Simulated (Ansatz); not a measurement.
# H3MoNO3: basis-set convergence

The task here is to estimate one member of a computed series from the others.

Computed with Ansatz 0.2.0, Gaussian basis. Level: one geometry, several basis sets.

Levels to be run: PBE0-D4/def2-SVP; ωB97M-V/def2-SVP; PBE0-D4/def2-QZVPP; ωB97M-V/def2-QZVPP; the functionals' def2-TZVPP values are taken from earlier runs.

## Structure used throughout

An earlier PBE0-D4 in a triple-zeta def2 set relaxation fixed the geometry. Mo takes the def2 core potential; no spin-orbit term is included.

8 atoms, charge 0, spin multiplicity 1.

Atoms are counted from 1 here; the program's logs count them from 0.

Bond lengths: N1–Mo2 1.923 Å, N1–H6 1.009 Å, N1–H7 1.009 Å, Mo2–O3 1.679 Å, Mo2–O4 1.680 Å, Mo2–O5 1.880 Å, O5–H8 0.960 Å. Angles: Mo2–N1–H6 123.6°, Mo2–N1–H7 123.3°, H6–N1–H7 111.8°, N1–Mo2–O3 108.2°, N1–Mo2–O4 107.9°, N1–Mo2–O5 110.5°, O3–Mo2–O4 111.8°, O3–Mo2–O5 108.5°, O4–Mo2–O5 110.0°, Mo2–O5–H8 122.3°.

Set-up of the first run:

Input file in.yaml:

```yaml
crystal:
  periodic: [false, false, false]
  atoms:
    - {symbol: N, position_ang: [0.344082, 0.984257, 0.964591]}
    - {symbol: Mo, position_ang: [0.280629, -0.362480, -0.407205]}
    - {symbol: O, position_ang: [1.545631, -1.435288, -0.146319]}
    - {symbol: O, position_ang: [0.412578, 0.407297, -1.894421]}
    - {symbol: O, position_ang: [-1.337587, -1.314679, -0.318752]}
    - {symbol: H, position_ang: [0.120136, 1.954898, 0.804626]}
    - {symbol: H, position_ang: [0.796197, 0.846479, 1.856137]}
    - {symbol: H, position_ang: [-2.069565, -1.137586, -0.914459]}
basis:
  gaussian: {orbitals: def2-SVP}
hamiltonian: {xc: pbe0, dispersion: d4}
output: {orbitals: {seedname: orbitals}}
```

Steps of the session up to this table: PBE0-D4 in def2-SVP; ωB97M-V in def2-SVP; PBE0-D4 in def2-QZVPP; ωB97M-V in def2-QZVPP.

One table of the session follows, with a row left open; its other results are not shown here.

It belongs to the step «Functionals by basis». 

```
functional       basis  HOMO (eV)  LUMO (eV)
   PBE0-D4    def2-SVP      -8.34      -1.92
   PBE0-D4  def2-TZVPP      -8.44      -1.97
   PBE0-D4  def2-QZVPP      -8.47      -2.00
   ωB97M-V    def2-SVP          ?          ?
   ωB97M-V  def2-TZVPP     -10.74       0.24
   ωB97M-V  def2-QZVPP     -10.78       0.16
```

Q: Estimate the row for ωB97M-V, def2-SVP from the others.

**Answer.** HOMO (eV): -10.62; LUMO (eV): 0.31. In the column «HOMO (eV)» it lies between ωB97M-V, def2-TZVPP (-10.74) and PBE0-D4, def2-QZVPP (-8.47).
